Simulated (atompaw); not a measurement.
**Pseudopotential generation for F: PAW (atompaw), LDA (PW92)**

Aim: build the potential from the settings below, then test how well it stands in for the atom: scattering, ghost states and the plane-wave cutoff that it needs.

Program: atompaw 4.2.0.5. Reference atom: LDA (PW92), scalar-relativistic, spherical and spin-unpolarised. All values are calculated.

2 further runs of the same task are left out: 2 that didn't finish.

### Step 1. The atom and the settings

Typed settings, in words:

- element: fluorine (F, Z = 9)
- type: PAW
- frozen core: [He]
- valence charge: 7
- reference configuration: 2s2 2p3 (charge +2)
- partial waves: 2s (bound): rc 0.96 bohr; 2s channel at -4.35 Ry: rc 1.35 bohr; 2p (bound): rc 1.35 bohr; 2p channel at -3.3 Ry: rc 1.35 bohr
- local potential: bessel scheme, radius 1.15 bohr
- core correction: smooth core density matched at 0.95 bohr
- augmentation charge: besselshape compensation charge, radius 1.05 bohr; PAW radius 1.35 bohr; waves and projectors: custom polynom2 7 10 vanderbiltortho

### Step 2. Generation

F.input reads:

```
F 9
LDA-PW scalarrelativistic loggrid 1500 logderivrange -7 5 301
2 2 0 0 0 0
2 1 3
0 0 0
c
v
v
1
1.35 1.05 1.15 0.95
y
-4.35
n
y
-3.3
n
custom polynom2 7 10 vanderbiltortho besselshape
bessel
0.96
1.35
1.35
1.35
PWSCFOUT
UPFDX 0.0125d0 UPFXMIN -7.d0 UPFZMESH 9.d0
END
```

Started as:

```
atompaw < F.input > F.log
```

Q: Predict the outcome of this session. Wanted: cutoffs for 10 and 1 mRy, occupied levels; bound ghosts; largest phase difference near zero energy, channels read; lowest eigenvalue of the overlap; share of valence orbitals outside the PAW sphere; UPF file.

**Answer**, as computed:

```
                                                quantity             value
               cutoffs for 10 and 1 mRy, occupied levels  40 Ry and 260 Ry
                                            bound ghosts        none found
largest phase difference near zero energy, channels read         0.003 rad
         lowest eigenvalue of the overlap (Bessel basis)         0.444 (s)
        share of valence orbitals outside the PAW sphere  2s 14 %, 2p 15 %
                                                UPF file           written
```

**Reading.** It counts as of middling hardness, with 40 Ry needed at the looser tolerance. The tighter tolerance needs 260 Ry, and converged work needs a cutoff nearer that. The slowest occupied level is 2p: taken alone it needs 160 Ry to come within 1 mRy, against 40 Ry for 2s. It is free of bound ghosts as far as tested. Near zero energy the phases of the channels with partial waves agree within 0.003 rad.
